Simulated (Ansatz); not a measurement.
# C2H11BSSi2: shift of H13 from C4 to S6, part 3 of 3

How high is the barrier for the shift of H13 from C4 to S6? Relax the two ends, then run a nudged elastic band between them. SMILES of the start: B[SiH]([SiH3])C(C)S.

Ansatz 0.2.0; RKS PBE0-D4/6-31G*. The steps go on from the part before.

## Step 7: What the band shows

The run ended unconverged after 51 band iterations. The table shows its last band, which is no minimum-energy path. The 5 inner images lie between the fixed ends 0 and 6. Energy is taken from image 0, and the path length is the program's own coordinate along the band.

```tsv
image	path (Å)	energy (eV)	H13–C4 (Å)	H13–S6 (Å)	band force (eV/Å)
0	0.000	0.0000	1.10	2.41	-
1	1.017	0.0119	1.10	2.41	0.000
2	2.034	0.7254	1.12	2.09	0.005
3*	3.051	4.0514	1.95	1.36	0.007
4	6.362	2.2782	2.58	1.38	0.018
5	9.673	2.0544	2.50	1.38	0.109
6	12.986	2.6458	2.56	1.40	-
```

The star marks the climbing image.

image, energy (eV) and a bar:
```
        0      0.000 
        1      0.012 
        2      0.725 #####
        3      4.051 ##############################
        4      2.278 #################
        5      2.054 ###############
        6      2.646 ####################
```

How the highest energy settled:

```tsv
iteration	highest image above image 0 (eV)	largest band force (eV/Å)
1	9.5687	25.671
5	4.3465	0.745
9	3.5557	1.000
13	4.2505	1.316
17	4.0920	0.496
21	4.0573	0.161
25	4.0535	0.208
29	4.0524	0.228
33	4.0519	0.246
37	4.0517	0.214
41	4.0514	0.481
45	4.0514	0.213
49	4.0514	0.116
51	4.0514	0.109
```

Positions of all images (Å):

```xyz
17
image=0 dE=0.0000
B    -0.100   -1.992   -1.398
Si   -0.028   -0.943    0.306
Si    2.178   -0.120    0.439
C    -1.227    0.535    0.435
C    -1.142    1.463   -0.774
S    -0.844    1.535    1.927
H    -0.512   -1.529   -2.424
H     0.361   -3.097   -1.442
H    -0.229   -1.811    1.510
H     2.588    0.100    1.854
H     3.128   -1.097   -0.173
H     2.298    1.164   -0.311
H    -2.256    0.167    0.527
H    -0.132    1.870   -0.897
H    -1.400    0.918   -1.689
H    -1.835    2.306   -0.677
H    -0.867    0.530    2.825
17
image=1 dE=0.0119
B    -0.069   -1.933   -1.433
Si   -0.027   -0.933    0.299
Si    2.197   -0.155    0.373
C    -1.247    0.525    0.468
C    -1.161    1.500   -0.704
S    -0.930    1.475    2.007
H    -0.429   -1.424   -2.457
H     0.380   -3.042   -1.500
H    -0.199   -1.823    1.491
H     2.482    0.564    1.644
H     3.124   -1.319    0.265
H     2.478    0.759   -0.771
H    -2.269    0.132    0.524
H    -0.161    1.941   -0.789
H    -1.382    0.983   -1.644
H    -1.881    2.319   -0.593
H    -0.927    0.432    2.860
17
image=2 dE=0.7254
B     0.079   -1.928   -1.507
Si   -0.132   -0.949    0.229
Si    2.164   -0.231    0.325
C    -1.329    0.563    0.503
C    -1.288    1.498   -0.718
S    -0.777    1.453    2.076
H    -0.021   -1.390   -2.575
H     0.509   -3.052   -1.512
H    -0.254   -1.848    1.414
H     2.336    0.695    1.475
H     3.107   -1.377    0.523
H     2.608    0.483   -0.909
H    -2.317    0.512    1.029
H    -0.301    1.968   -0.843
H    -1.488    0.970   -1.663
H    -2.028    2.299   -0.637
H    -0.887    0.335    2.831
17
image=3 dE=4.0514
B     0.123   -1.988   -1.499
Si   -0.059   -0.966    0.197
Si    2.206   -0.248    0.304
C    -1.360    0.356    0.183
C    -1.256    1.472   -0.814
S    -1.087    1.398    2.069
H    -0.005   -1.446   -2.562
H     0.511   -3.122   -1.497
H    -0.230   -1.809    1.425
H     2.337    0.716    1.444
H     3.181   -1.352    0.548
H     2.636    0.481   -0.926
H    -2.345    0.993    1.737
H    -0.286    1.982   -0.930
H    -1.475    0.986   -1.778
H    -2.031    2.243   -0.687
H    -0.879    0.304    2.827
17
image=4 dE=2.2782
B     0.637   -1.769   -0.982
Si   -0.482   -0.935    0.350
Si    2.374   -0.870   -0.396
C    -1.143    0.710    0.369
C    -1.185    1.645   -0.816
S    -1.649    1.454    1.839
H     0.386   -1.439   -2.116
H     0.720   -2.955   -0.759
H    -0.605   -1.413    1.777
H     2.607   -0.808    1.090
H     3.579   -1.570   -0.941
H     2.478    0.560   -0.837
H    -2.973    1.180    2.128
H    -0.661    2.593   -0.633
H    -0.681    1.155   -1.656
H    -2.205    1.880   -1.149
H    -1.216    0.581    2.773
17
image=5 dE=2.0544
B     0.819   -1.773   -0.853
Si   -0.266   -0.993    0.532
Si    2.642   -0.910   -0.661
C    -1.171    0.541    0.560
C    -1.317    1.548   -0.544
S    -2.023    0.843    2.010
H     0.407   -1.507   -1.959
H     0.921   -2.951   -0.588
H    -0.423   -1.553    1.916
H     3.213   -0.862    0.728
H     3.672   -1.630   -1.471
H     2.686    0.511   -1.145
H    -1.815    2.158    2.353
H    -1.117    2.571   -0.190
H    -0.599    1.337   -1.341
H    -2.327    1.543   -0.981
H    -3.322    1.128    1.674
17
image=6 dE=2.6458
B     0.122   -1.978   -1.518
Si    0.090   -1.060    0.236
Si    2.394   -0.441    0.161
C    -1.019    0.389    0.439
C    -1.312    1.393   -0.639
S    -1.463    0.744    2.002
H    -0.134   -1.404   -2.540
H     0.586   -3.080   -1.608
H    -0.008   -1.942    1.439
H     2.728    0.281    1.428
H     3.348   -1.585    0.033
H     2.673    0.504   -0.963
H    -1.069    2.023    2.404
H    -0.770    2.344   -0.506
H    -1.028    0.996   -1.620
H    -2.385    1.638   -0.689
H    -2.771    1.178    1.981
```

## Step 8: Another band, settings changed

crystal.atoms is end A as relaxed above, and neb.final_atoms is end B, turned to lie on A. With 3 inner images the band has 5 in all. The start path is listed, through a guess of the saddle.

input.yaml

```yaml
crystal:
  periodic: [false, false, false]
  atoms:
    - { symbol: B, position_ang: [-0.099874, -1.991706, -1.397684] }
    - { symbol: Si, position_ang: [-0.027833, -0.943023, 0.306152] }
    - { symbol: Si, position_ang: [2.17783, -0.119735, 0.439231] }
    - { symbol: C, position_ang: [-1.227187, 0.534949, 0.43501] }
    - { symbol: C, position_ang: [-1.141743, 1.46291, -0.774113] }
    - { symbol: S, position_ang: [-0.843701, 1.534574, 1.927289] }
    - { symbol: H, position_ang: [-0.511518, -1.528529, -2.424363] }
    - { symbol: H, position_ang: [0.360861, -3.097378, -1.441987] }
    - { symbol: H, position_ang: [-0.229367, -1.811265, 1.509706] }
    - { symbol: H, position_ang: [2.587603, 0.099523, 1.854227] }
    - { symbol: H, position_ang: [3.128116, -1.096736, -0.172571] }
    - { symbol: H, position_ang: [2.298485, 1.163602, -0.310838] }
    - { symbol: H, position_ang: [-2.256489, 0.167499, 0.527233] }
    - { symbol: H, position_ang: [-0.132122, 1.870487, -0.897045] }
    - { symbol: H, position_ang: [-1.399826, 0.918184, -1.688581] }
    - { symbol: H, position_ang: [-1.835155, 2.306474, -0.67676] }
    - { symbol: H, position_ang: [-0.86708, 0.529771, 2.825194] }
basis:
  gaussian: { orbitals: "6-31G*" }
hamiltonian:
  xc: pbe0
  dispersion: d4
neb:
  order_check: false
  images: 3
  f_tol: 0.03
  max_iterations: 60
  climbing: false
  final_atoms:
    - { symbol: B, position_ang: [0.12198039, -1.97789297, -1.51764531] }
    - { symbol: Si, position_ang: [0.08986784, -1.05992333, 0.23632152] }
    - { symbol: Si, position_ang: [2.39446712, -0.44090997, 0.16115799] }
    - { symbol: C, position_ang: [-1.01929883, 0.38857697, 0.43851682] }
    - { symbol: C, position_ang: [-1.31192441, 1.3925491, -0.63891924] }
    - { symbol: S, position_ang: [-1.46306349, 0.74411734, 2.00163812] }
    - { symbol: H, position_ang: [-0.13440894, -1.40420814, -2.54045911] }
    - { symbol: H, position_ang: [0.58564744, -3.08044932, -1.60837393] }
    - { symbol: H, position_ang: [-0.00774155, -1.94176255, 1.43942824] }
    - { symbol: H, position_ang: [2.7278945, 0.28137991, 1.42829888] }
    - { symbol: H, position_ang: [3.34782746, -1.5845226, 0.03262303] }
    - { symbol: H, position_ang: [2.67312372, 0.50428131, -0.96268808] }
    - { symbol: H, position_ang: [-1.06894002, 2.02326024, 2.40365798] }
    - { symbol: H, position_ang: [-0.77018873, 2.34362258, -0.50556544] }
    - { symbol: H, position_ang: [-1.02827168, 0.99604578, -1.6196819] }
    - { symbol: H, position_ang: [-2.38514932, 1.63786874, -0.6892278] }
    - { symbol: H, position_ang: [-2.7708215, 1.17756791, 1.98101824] }
  initial_path:
    images:
      - { positions_ang: [[-0.099874, -1.991706, -1.397684], [-0.027833, -0.943023, 0.306152], [2.17783, -0.119735, 0.439231], [-1.227187, 0.534949, 0.43501], [-1.141743, 1.46291, -0.774113], [-0.843701, 1.534574, 1.927289], [-0.511518, -1.528529, -2.424363], [0.360861, -3.097378, -1.441987], [-0.229367, -1.811265, 1.509706], [2.587603, 0.099523, 1.854227], [3.128116, -1.096736, -0.172571], [2.298485, 1.163602, -0.310838], [-2.256489, 0.167499, 0.527233], [-0.132122, 1.870487, -0.897045], [-1.399826, 0.918184, -1.688581], [-1.835155, 2.306474, -0.67676], [-0.86708, 0.529771, 2.825194]] }
      - { positions_ang: [[-0.07062719, -2.019076, -1.38794952], [0.05211487, -0.97090251, 0.27884542], [2.16671352, -0.11496454, 0.35922394], [-1.16857868, 0.44370036, 0.41277057], [-1.09519421, 1.41510161, -0.75604123], [-0.94882174, 1.35269379, 1.97047022], [-0.72389045, -1.62657128, -2.27902586], [0.52054905, -2.98625789, -1.54398918], [-0.11381893, -1.85749283, 1.46976889], [2.47454356, 0.38091972, 1.70544612], [3.15146963, -1.14337789, 0.04358988], [2.33840626, 0.97419723, -0.58017178], [-2.21657977, 0.85341736, 0.68750277], [-0.11635197, 1.88942093, -0.76867333], [-1.27009086, 0.89518443, -1.6996293], [-1.8467262, 2.23376263, -0.64411519], [-1.15211687, 0.2798459, 2.7720776]] }
      - { positions_ang: [[-0.04138039, -2.046446, -1.37821504], [0.13206273, -0.99878201, 0.25153884], [2.15559705, -0.11019408, 0.27921688], [-1.10997036, 0.35245172, 0.39053114], [-1.04864543, 1.36729322, -0.73796946], [-1.05394249, 1.17081358, 2.01365144], [-0.9362629, -1.72461356, -2.13368872], [0.68023709, -2.87513778, -1.64599136], [0.00172913, -1.90372066, 1.42983178], [2.36148411, 0.66231644, 1.55666524], [3.17482327, -1.19001978, 0.25975077], [2.37832752, 0.78479245, -0.84950557], [-2.17667053, 1.53933571, 0.84777254], [-0.10058195, 1.90835485, -0.64030166], [-1.14035572, 0.87218486, -1.71067761], [-1.8582974, 2.16105125, -0.61147038], [-1.43715375, 0.0299208, 2.7189612]] }
      - { positions_ang: [[0.0403, -2.01216948, -1.44793018], [0.11096529, -1.02935267, 0.24393018], [2.27503208, -0.27555203, 0.22018743], [-1.06463459, 0.37051434, 0.41452398], [-1.18028492, 1.37992116, -0.68844435], [-1.25850299, 0.95746546, 2.00764478], [-0.53533592, -1.56441085, -2.33707391], [0.63294227, -2.97779355, -1.62718264], [-0.00300621, -1.92274161, 1.43463001], [2.54468931, 0.47184817, 1.49248206], [3.26132537, -1.38727119, 0.1461869], [2.52572562, 0.64453688, -0.90609683], [-1.62280527, 1.78129797, 1.62571526], [-0.43538534, 2.12598872, -0.57293355], [-1.0843137, 0.93411532, -1.66517975], [-2.12172336, 1.89946, -0.65034909], [-2.10398763, 0.60374436, 2.34998972]] }
      - { positions_ang: [[0.12198039, -1.97789297, -1.51764531], [0.08986784, -1.05992333, 0.23632152], [2.39446712, -0.44090997, 0.16115799], [-1.01929883, 0.38857697, 0.43851682], [-1.31192441, 1.3925491, -0.63891924], [-1.46306349, 0.74411734, 2.00163812], [-0.13440894, -1.40420814, -2.54045911], [0.58564744, -3.08044932, -1.60837393], [-0.00774155, -1.94176255, 1.43942824], [2.7278945, 0.28137991, 1.42829888], [3.34782746, -1.5845226, 0.03262303], [2.67312372, 0.50428131, -0.96268808], [-1.06894002, 2.02326024, 2.40365798], [-0.77018873, 2.34362258, -0.50556544], [-1.02827168, 0.99604578, -1.6196819], [-2.38514932, 1.63786874, -0.6892278], [-2.7708215, 1.17756791, 1.98101824]] }
```

On the command line:

```sh
ansatz run input.yaml --threads 2 --pin off --max-ram 3072MiB --backend cpu --events-out ev --progress --plain --runs-dir out
```

Output, shortened:

```text
Warning: RAYON_NUM_THREADS=2 ignored (pool sized by the plan → 2); use --threads N
[...]
Functional definition: PBE0
[...]
1394 factors; integrals over basis functions are off by at most 7.2e-4 eV
[...]
mean field -29503.54147521 eV, -1084.2351509953 hartree, gradient 6.5e-5 eV, S^2 0.000000; 0 other end points of the search recorded, 0 dependent functions left out
[...]
mean field -29502.75971542 eV, -1084.2064218530 hartree, gradient 2.6e-5 eV, S^2 0.000000; 0 other end points of the search recorded, 0 dependent functions left out
[...]
reference -29502.75974667 eV, -1084.2064230013 hartree; 36, 36 occupied and 88, 88 virtual orbitals, 1394 factors
[...]
1394 factors; integrals over basis functions are off by at most 6.0e-4 eV
[...]
mean field -29498.63693780 eV, -1084.0549125701 hartree, gradient 2.5e-5 eV, S^2 0.000000; 0 other end points of the search recorded, 0 dependent functions left out
[...]
```

## Step 9: The log goes on: band between the two ends

Output, continued, shortened:

```text
reference -29498.63696971 eV, -1084.0549137427 hartree; 36, 36 occupied and 88, 88 virtual orbitals, 1394 factors
[...]
1394 factors; integrals over basis functions are off by at most 6.2e-4 eV
mean field -29498.91072458 eV, -1084.0649740483 hartree, gradient 1.4e-5 eV, S^2 0.000000; 0 other end points of the search recorded, 0 dependent functions left out
[...]
Atom 13 at    -1.659656     2.360046    -0.723597 Å, force     0.085609     0.169098    -0.118944 eV/Å
Atom 14 at    -1.294590     0.871386    -1.645628 Å, force     0.307724     0.189458    -0.002394 eV/Å
Atom 15 at    -2.720287     0.946448    -0.616336 Å, force     0.288064     0.165238    -0.238602 eV/Å
Atom 16 at    -1.705695     1.534728     2.650423 Å, force     1.345017     0.366935     0.596317 eV/Å
Dipole moment:    -0.444194     0.034852    -0.041399 e Å
this run last wrote the band of iteration 30 to <dir>
```

Wall time 7.1 min (2 threads of Arm Neoverse V2, shared host); peak memory 0.35 GiB.

## Step 10: The band, image by image

The 3 inner images lie between the fixed ends 0 and 4. Energy is taken from image 0, and the path length is the program's own coordinate along the band.

```tsv
image	path (Å)	energy (eV)	H13–C4 (Å)	H13–S6 (Å)	band force (eV/Å)
0	0.000	0.0000	1.10	2.41	-
1	2.083	0.1802	1.09	2.38	0.029
2	4.164	3.2092	1.10	1.68	0.027
3	6.246	2.6910	2.47	1.38	0.025
4	8.328	2.6458	2.56	1.40	-
```

image, energy (eV) and a bar:
```
        0      0.000 
        1      0.180 ##
        2      3.209 ##############################
        3      2.691 #########################
        4      2.646 #########################
```

## Step 11: What came out

The summary covers parts 1 to 3.

| quantity | value |
| --- | --- |
| end A | 22 moves, 0.668 eV lower |
| end B | 20 moves, 3.370 eV lower |
| first band: band | not converged after 51 iterations |
| first band: highest image of the last band | 4.05 eV above image 0 (no barrier of the system) |
| second band | top 3.209 eV above image 0, 30 iterations, 3 inner images, none climbing |
| time, first and second band | 19 min and 7.1 min |

In the first band: without a converged band there is no barrier to report. Its largest force still stood at 0.11 eV/Å, against a threshold of 0.03. By distance, end A alone has C4–H13 and end B alone has S6–H13. As for the second band: so few images can miss the top or cut a corner of the path.
